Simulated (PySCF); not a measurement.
**CoS₂⁺: structure of the quintet**

Where does quintet CoS₂⁺ go from a PBE0 minimum start, is the end point a minimum, and what are its modes, charges and moments?

The runs use PySCF 2.14.0; PBE0, basis Co def2-SVP, S def2-SVP, no relativity, density fitting.

## Step 1: The starting structure

3 atoms, charge 1, spin multiplicity 5.

Bond lengths: Co1–S2 2.248 Å, Co1–S3 2.248 Å, S2–S3 2.024 Å. Angles: S2–Co1–S3 53.5°, Co1–S2–S3 63.3°, Co1–S3–S2 63.3°.

```xyz
3
charge 1 multiplicity 5
Co    0.0000    0.0000   -1.0448
S     1.0120    0.0000    0.9630
S    -1.0120    0.0000    0.9630
```

## Step 2: The SCF at the typed geometry

One driver script runs all steps and calls PySCF; scf.py shows how it sets up the SCF of each step. The optimiser is the driver's own. After this first run the driver tries any further starts and a stability analysis.

scf.py

```python
from pyscf import gto, scf, dft
mol = gto.M(atom='''
Co     0.000000    -0.000000    -1.044758
S      1.011955    -0.000000     0.962952
S     -1.011955     0.000000     0.962952''',
    basis={'Co': 'def2-SVP', 'S': 'def2-SVP'},
    charge=1, spin=4)
mf = dft.UKS(mol, xc='PBE0')
mf.grids.atom_grid = (50, 194)
aux = {'Co': 'def2-universal-JKFIT', 'S': 'def2-universal-JKFIT'}
mf = mf.density_fit(auxbasis=aux)
mf.conv_tol = 1e-08
mf.diis_space = 10
mf.max_cycle = 60
mf.init_guess = 'minao'
mf.verbose = 4
mf.kernel()
```

Started as:

```console
> OMP_NUM_THREADS=2 python axn.py task.json out
```

Output:

```text
init E= -2177.5253879795
[... the frontier-level lines of each cycle are left out ...]
cycle= 1 E= -2160.57668679349  delta_E= 16.9  |g|= 3.03  |ddm|= 8.62
cycle= 2 E= -2141.70835960218  delta_E= 18.9  |g|= 4.38  |ddm|= 10.2
cycle= 3 E= -2170.95142121688  delta_E= -29.2  |g|= 3.44  |ddm|= 7.71
cycle= 4 E= -2171.02378210443  delta_E= -0.0724  |g|= 3.37  |ddm|= 2.61
cycle= 5 E= -2170.96840682915  delta_E= 0.0554  |g|= 3.37  |ddm|= 0.329
cycle= 6 E= -2170.94311458511  delta_E= 0.0253  |g|= 3.38  |ddm|= 0.0237
cycle= 7 E= -2171.19452083675  delta_E= -0.251  |g|= 3.33  |ddm|= 0.352
cycle= 8 E= -2171.16398539131  delta_E= 0.0305  |g|= 3.34  |ddm|= 0.283
cycle= 9 E= -2171.07581093852  delta_E= 0.0882  |g|= 3.35  |ddm|= 0.155
cycle= 10 E= -2171.10277743027  delta_E= -0.027  |g|= 3.35  |ddm|= 0.0334
cycle= 11 E= -2171.14273939079  delta_E= -0.04  |g|= 3.34  |ddm|= 0.038
cycle= 12 E= -2150.32476869988  delta_E= 20.8  |g|= 4.02  |ddm|= 7.21
cycle= 13 E= -2170.01670777798  delta_E= -19.7  |g|= 3.55  |ddm|= 7.39
cycle= 14 E= -2170.3652664405  delta_E= -0.349  |g|= 3.51  |ddm|= 0.756
cycle= 15 E= -2170.19280603007  delta_E= 0.172  |g|= 3.53  |ddm|= 0.541
cycle= 16 E= -2168.09494372364  delta_E=  2.1  |g|= 3.82  |ddm|= 1.58
cycle= 17 E= -2168.71396207623  delta_E= -0.619  |g|= 3.73  |ddm|= 0.405
cycle= 18 E= -2168.87568344013  delta_E= -0.162  |g|= 3.71  |ddm|= 0.407
cycle= 19 E= -2168.77086963232  delta_E= 0.105  |g|= 3.74  |ddm|= 0.543
cycle= 20 E= -2169.94901374339  delta_E= -1.18  |g|= 3.56  |ddm|= 0.652
cycle= 21 E= -2170.60677638081  delta_E= -0.658  |g|= 3.46  |ddm|= 0.84
cycle= 22 E= -2168.70407381397  delta_E=  1.9  |g|= 3.77  |ddm|= 1.48
cycle= 23 E= -2149.19608810638  delta_E= 19.5  |g|= 4.36  |ddm|= 8.31
cycle= 24 E= -2170.45203118903  delta_E= -21.3  |g|= 3.48  |ddm|= 8.02
cycle= 25 E= -2170.7270172099  delta_E= -0.275  |g|= 3.43  |ddm|= 0.373
cycle= 26 E= -2171.03999701754  delta_E= -0.313  |g|= 3.37  |ddm|= 0.29
cycle= 27 E= -2171.16801065733  delta_E= -0.128  |g|= 3.35  |ddm|= 0.42
cycle= 28 E= -2169.51122443256  delta_E= 1.66  |g|=  3.6  |ddm|= 1.67
cycle= 29 E= -2170.2776222942  delta_E= -0.766  |g|=  3.5  |ddm|= 0.765
cycle= 30 E= -2170.79017560885  delta_E= -0.513  |g|=  3.4  |ddm|= 0.45
cycle= 31 E= -2171.14112423471  delta_E= -0.351  |g|= 3.36  |ddm|= 0.894
cycle= 32 E= -2171.12007298526  delta_E= 0.0211  |g|= 3.36  |ddm|= 0.0361
cycle= 33 E= -2171.58704073137  delta_E= -0.467  |g|= 3.26  |ddm|= 0.411
cycle= 34 E= -2150.31490198163  delta_E= 21.3  |g|= 4.12  |ddm|= 7.14
cycle= 35 E= -2170.95647059073  delta_E= -20.6  |g|= 3.39  |ddm|= 7.24
cycle= 36 E= -2171.21362624194  delta_E= -0.257  |g|= 3.34  |ddm|= 0.546
cycle= 37 E= -2171.42407953806  delta_E= -0.21  |g|=  3.3  |ddm|= 0.618
cycle= 38 E= -2171.44951645464  delta_E= -0.0254  |g|= 3.29  |ddm|= 0.168
cycle= 39 E= -2171.48904286281  delta_E= -0.0395  |g|= 3.29  |ddm|= 0.276
cycle= 40 E= -2171.92627812336  delta_E= -0.437  |g|= 3.19  |ddm|= 0.319
cycle= 41 E= -2171.74974953474  delta_E= 0.177  |g|= 3.23  |ddm|= 0.319
cycle= 42 E= -2171.68046395139  delta_E= 0.0693  |g|= 3.23  |ddm|= 0.522
cycle= 43 E= -2171.85742485025  delta_E= -0.177  |g|=  3.2  |ddm|= 0.279
cycle= 44 E= -2171.2536574336  delta_E= 0.604  |g|= 3.31  |ddm|= 1.01
cycle= 45 E= -2146.90156462065  delta_E= 24.4  |g|= 5.39  |ddm|= 8.61
cycle= 46 E= -2177.68713391045  delta_E= -30.8  |g|= 0.571  |ddm|= 7.83
cycle= 47 E= -2177.79713892901  delta_E= -0.11  |g|= 0.346  |ddm|= 0.79
cycle= 48 E= -2177.86218665847  delta_E= -0.065  |g|= 0.219  |ddm|= 0.691
cycle= 49 E= -2177.86990168456  delta_E= -0.00772  |g|= 0.224  |ddm|= 0.263
cycle= 50 E= -2177.87180051432  delta_E= -0.0019  |g|= 0.211  |ddm|= 0.0104
cycle= 51 E= -2177.88614922939  delta_E= -0.0143  |g|= 0.11  |ddm|= 0.107
cycle= 52 E= -2177.89177705059  delta_E= -0.00563  |g|= 0.0152  |ddm|= 0.118
cycle= 53 E= -2177.89272759174  delta_E= -0.000951  |g|= 0.0125  |ddm|= 0.064
cycle= 54 E= -2177.8928140637  delta_E= -8.65e-05  |g|= 0.0128  |ddm|= 0.00549
cycle= 55 E= -2177.89130741174  delta_E= 0.00151  |g|= 0.00673  |ddm|= 0.126
cycle= 56 E= -2177.89099158537  delta_E= 0.000316  |g|= 0.00423  |ddm|= 0.0714
cycle= 57 E= -2177.89101624234  delta_E= -2.47e-05  |g|= 0.00244  |ddm|= 0.0363
cycle= 58 E= -2177.89107670395  delta_E= -6.05e-05  |g|= 0.00196  |ddm|= 0.0216
cycle= 59 E= -2177.89111638072  delta_E= -3.97e-05  |g|= 0.00195  |ddm|= 0.0148
cycle= 60 E= -2177.89113589408  delta_E= -1.95e-05  |g|= 0.00202  |ddm|= 0.0073
SCF not converged.
init E= -2177.5253879795
cycle= 1 E= -2160.57668679349  delta_E= 16.9  |g|= 3.03  |ddm|= 8.62
cycle= 2 E= -2141.70835960218  delta_E= 18.9  |g|= 4.38  |ddm|= 10.2
cycle= 3 E= -2171.81790279998  delta_E= -30.1  |g|= 3.32  |ddm|=  8.1
cycle= 4 E= -2177.66981291493  delta_E= -5.85  |g|= 0.627  |ddm|= 2.54
cycle= 5 E= -2177.78631715263  delta_E= -0.117  |g|= 0.509  |ddm|= 1.14
cycle= 6 E= -2177.85681506463  delta_E= -0.0705  |g|= 0.398  |ddm|= 0.723
cycle= 7 E= -2177.74605435406  delta_E= 0.111  |g|= 0.653  |ddm|= 0.667
cycle= 8 E= -2177.90877956523  delta_E= -0.163  |g|= 0.131  |ddm|= 0.479
cycle= 9 E= -2177.90951787621  delta_E= -0.000738  |g|= 0.173  |ddm|= 0.252
cycle= 10 E= -2177.91501163136  delta_E= -0.00549  |g|= 0.128  |ddm|= 0.197
cycle= 11 E= -2177.91788208064  delta_E= -0.00287  |g|= 0.115  |ddm|= 0.21
cycle= 12 E= -2177.92438755814  delta_E= -0.00651  |g|= 0.0473  |ddm|= 0.155
cycle= 13 E= -2177.92333856696  delta_E= 0.00105  |g|= 0.0995  |ddm|= 0.139
cycle= 14 E= -2177.92728734871  delta_E= -0.00395  |g|= 0.0411  |ddm|= 0.108
cycle= 15 E= -2177.92759701643  delta_E= -0.00031  |g|= 0.0656  |ddm|= 0.0944
cycle= 16 E= -2177.92848227973  delta_E= -0.000885  |g|= 0.0551  |ddm|= 0.0906
cycle= 17 E= -2177.92989174207  delta_E= -0.00141  |g|= 0.0334  |ddm|= 0.0757
cycle= 18 E= -2177.92946195351  delta_E= 0.00043  |g|= 0.0582  |ddm|= 0.0767
cycle= 19 E= -2177.93092719762  delta_E= -0.00147  |g|= 0.0175  |ddm|= 0.0582
cycle= 20 E= -2177.93075890513  delta_E= 0.000168  |g|= 0.0398  |ddm|= 0.0512
SCF not converged.
init E= -2177.93075890513
cycle= 1 E= -2177.92902487722  delta_E= 0.00173  |g|= 0.0859  |ddm|= 0.0892
cycle= 2 E= -2177.92115749295  delta_E= 0.00787  |g|= 0.172  |ddm|= 0.174
cycle= 3 E= -2177.93137516894  delta_E= -0.0102  |g|= 0.0272  |ddm|= 0.0931
cycle= 4 E= -2177.93179790453  delta_E= -0.000423  |g|= 0.00528  |ddm|= 0.0247
cycle= 5 E= -2177.93194709337  delta_E= -0.000149  |g|= 0.00409  |ddm|= 0.0218
cycle= 6 E= -2177.93210167399  delta_E= -0.000155  |g|= 0.00273  |ddm|= 0.0296
cycle= 7 E= -2177.93217706873  delta_E= -7.54e-05  |g|= 0.00193  |ddm|= 0.0197
cycle= 8 E= -2177.93224964463  delta_E= -7.26e-05  |g|= 0.00245  |ddm|= 0.0319
cycle= 9 E= -2177.93226489274  delta_E= -1.52e-05  |g|= 0.00087  |ddm|= 0.0126
cycle= 10 E= -2177.93226892139  delta_E= -4.03e-06  |g|= 0.000769  |ddm|= 0.00795
cycle= 11 E= -2177.93226970947  delta_E= -7.88e-07  |g|= 0.000284  |ddm|= 0.00333
cycle= 12 E= -2177.93226980287  delta_E= -9.34e-08  |g|= 8.85e-05  |ddm|= 0.00106
cycle= 13 E= -2177.93226981413  delta_E= -1.13e-08  |g|= 3.47e-05  |ddm|= 0.000363
cycle= 14 E= -2177.93226981564  delta_E= -1.5e-09  |g|= 1.11e-05  |ddm|= 0.000122
Extra cycle  E= -2177.93226981567  delta_E= -3.05e-11  |g|= 2.21e-05  |ddm|= 3.64e-05
converged SCF energy = -2177.93226981567  <S^2> = 6.0147716  2S+1 = 5.0059052
```

This step, with its further starts and checks, took 31 s on 2 threads of Arm Neoverse N1, shared host.

Energies from each starting density:

```csv
start,energy (Eh)
the minimal-basis guess,-2177.932270
a thermally smeared density,-2177.927326
a smeared PBE density,-2177.932270
```

Where DIIS stalls, the driver goes on with a level shift of 0.3 Eh and then with a second-order solver.

No lower solution of this spin turned up from the other starts or in the test of internal stability.

## Step 3: PBE0 minimum start, quintet: relaxation

The program finds C2v symmetry in the start, which this walk keeps. Threshold on the gradient: 0.0003 Eh/bohr, with a further test on the energy change.

Changes to scf.py since step 2:

```diff
@@ -3,3 +3,3 @@
-Co     0.000000    -0.000000    -1.044758
-S      1.011955    -0.000000     0.962952
-S     -1.011955     0.000000     0.962952''',
+Co     0.000000     0.000000    -1.044792
+S      1.011955     0.000000     0.962918
+S     -1.011955     0.000000     0.962918''',
@@ -15 +14,0 @@
-mf.init_guess = 'minao'
```

The optimiser's trace:

```csv
step,energy (Eh),change (kJ/mol),largest symmetric gradient (Eh/bohr)
0,-2177.932270,0.00,0.00011
```

The walk took 2 s.

Positions (Å) and forces (eV/Å) along the way:

```
step 0
Co   0.000   0.000  -1.045   0.000   0.000  -0.001
S    1.012   0.000   0.963  -0.006   0.000   0.000
S   -1.012   0.000   0.963   0.006   0.000   0.000
```

It settles in C2v symmetry, 0.0 kJ/mol below the start, after 0 steps: Co–S 2.248 Å (×2), S–S 2.024 Å; Co–S–S 63.3° (×2), S–Co–S 53.5°.

## Step 4: Vibrations and properties at this point

On the finer grid the gradient is checked again; gradients at displacements of ±0.02 bohr then give force constants and infrared intensities.

Changes to scf.py since step 3:

```diff
@@ -3,3 +3,3 @@
-Co     0.000000     0.000000    -1.044792
-S      1.011955     0.000000     0.962918
-S     -1.011955     0.000000     0.962918''',
+Co     0.000000     0.000000    -1.044705
+S      1.011979     0.000000     0.962874
+S     -1.011979     0.000000     0.962874''',
@@ -9 +9 @@
-mf.grids.atom_grid = (50, 194)
+mf.grids.atom_grid = (75, 302)
@@ -12 +12 @@
-mf.conv_tol = 1e-08
+mf.conv_tol = 1e-10
```

This SCF starts from the last density.

Log of the central SCF (cycles and frontier levels):

```text
init E= -2177.93242368321
[... the frontier-level lines of each cycle are left out ...]
cycle= 1 E= -2177.9324236831  delta_E= 1.11e-10  |g|= 1.96e-05  |ddm|= 2.01e-05
cycle= 2 E= -2177.93242368208  delta_E= 1.03e-09  |g|= 5.48e-05  |ddm|= 5.54e-05
cycle= 3 E= -2177.93242368324  delta_E= -1.16e-09  |g|= 1.17e-06  |ddm|= 4.22e-05
cycle= 4 E= -2177.93242368324  delta_E= -4.09e-12  |g|= 7.47e-07  |ddm|= 2.09e-06
Extra cycle  E= -2177.93242368325  delta_E= -8.64e-12  |g|= 8.75e-07  |ddm|= 2.42e-06
converged SCF energy = -2177.93242368325  <S^2> = 6.0147699  2S+1 = 5.0059045
```

The whole step took 44 s.

Geometry: C2v; Co–S 2.248 Å (×2), S–S 2.024 Å; Co–S–S 63.2° (×2), S–Co–S 53.5°.

Modes, for the most abundant isotopes:

```
symmetry  ω (cm⁻¹)  IR (km/mol)  μ (u)
      b2       274          1.7  34.84
      a1       315          9.8  41.30
      a1       595          4.9  32.37
```

All wavenumbers are real: a minimum.

Constants and moments:

```
Dipole moment about the centre of mass                          : 4.56 D
Highest occupied level                                          : -12.61 eV
Lowest empty level                                              : -9.21 eV
Rotational constants                                            : 0.2574, 0.1364, 0.08915 cm⁻¹
Zero-point energy                                               : 7.1 kJ/mol
Principal polarisabilities                                      : 23.7, 48.6, 52.4 bohr³
Principal traceless quadrupole moments about the centre of mass : -6.56, -2.93, 9.49 D Å
Entropy at 298.15 K and 1 bar (electronic part: spin only)      : 298.3 J/(mol K)
Heat capacity Cp at 298.15 K                                    : 51.7 J/(mol K)
Enthalpy at 298.15 K above 0 K                                  : 12.59 kJ/mol
Rotational symmetry number                                      : 2
Spin squared ⟨S²⟩                                               : 6.015
```

Populations by atom (charges in e):

```csv
atom,Mulliken,Löwdin,polar tensor,spin (Mulliken),Mayer order to Co1
Co1,0.79,0.62,0.91,2.50,–
"S2,3",0.11,0.19,0.05,0.75,0.88
```

Outer orbital energies (eV). α occupied: -17.50, -17.37, -16.45, -16.43, -15.66, -15.43, -12.68, -12.61; empty: -8.55, -6.09, -4.47, -2.93. β occupied: -28.23, -22.43, -16.56, -16.00, -14.80, -14.70, -14.16, -13.84; empty: -9.21, -8.92, -8.13, -8.08.

Mulliken populations on Co1: s 6.41, p 12.32, d 7.49, f 0.00.

## Step 5: Results

| quantity | value |
| --- | --- |
| minimum | quintet, C2v |
| geometry | Co–S 2.248 Å (×2), S–S 2.024 Å; Co–S–S 63.2° (×2), S–Co–S 53.5° |
| wavenumbers (cm⁻¹) | 274 (b2), 315 (a1), 595 (a1) |
| dipole moment (centre of mass) | 4.56 D |
| highest occupied, lowest empty level (either spin) | -12.61, -9.21 eV |
| polar-tensor charge of Co1 | +0.91 e |
| zero-point energy | 7.1 kJ/mol |
| entropy at 298.15 K | 298.3 J/(mol K) |
| ⟨S²⟩ | 6.015 |

**Reading.** The PBE0 minimum start keeps its C2v symmetry and ends in a minimum. The strongest infrared band lies at 315 cm⁻¹ (a1). Most of the spin sits on Co1 (Mulliken spin 2.50, against 4 for the whole molecule). Only this shape and spin were tried, so other structures or states may lie lower. Open d and f shells are described by one determinant, and the ground state may have another occupation or spin.

The search up to here took 77 s.
